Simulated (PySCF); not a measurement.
# C3H3AlF2: the cost of one run

Computed with PySCF 2.14.0, with density-fitted response routines of our own, on a single molecule in the gas phase. Atoms are numbered from 0 throughout.

## Step 1: Starting geometry

9 atoms, charge 0, multiplicity 1; geometry from: GFN2-xTB. The atoms were then displaced at random by about 0.01 Å, so the start is not that level's minimum.

Bonds of the start (Å): F0–Al1 1.64, Al1–F2 1.63, Al1–C3 1.89, C3–C4 1.34, C4–C5 1.48, C5–C3 1.55, C4–H6 1.06, C5–H7 1.08, C5–H8 1.10.

## Step 2: Optimising the geometry at PBE0-D3(BJ)/def2-SVP

What the job is given:

```
{"job": {"xc": "PBE0", "basis": "def2-SVP", "d3": "d3bj", "grid": 1, "shake": 0.01, "kind": "geom"}, "charge": 0, "multiplicity": 1}
F      2.629320     1.786050    -0.212100
Al     1.871570     0.343720    -0.040440
F      2.837370    -0.964080     0.119610
C     -0.011350     0.159420    -0.024920
C     -1.255560     0.655480    -0.101060
C     -1.222210    -0.808720     0.090870
H     -1.886680     1.499460    -0.197070
H     -1.438840    -1.455870    -0.747230
H     -1.465810    -1.232610     1.078620
```

The run is started by

```sh
> OMP_NUM_THREADS=1 python probes_run.py task.json out
```

One launch serves the whole session: the jobs run in the order shown.

**Question.** How long does this first job take on 1 thread of Arm Neoverse V1, shared host, and how much memory does it need?

About 54 s, with a peak of 0.41 GiB.
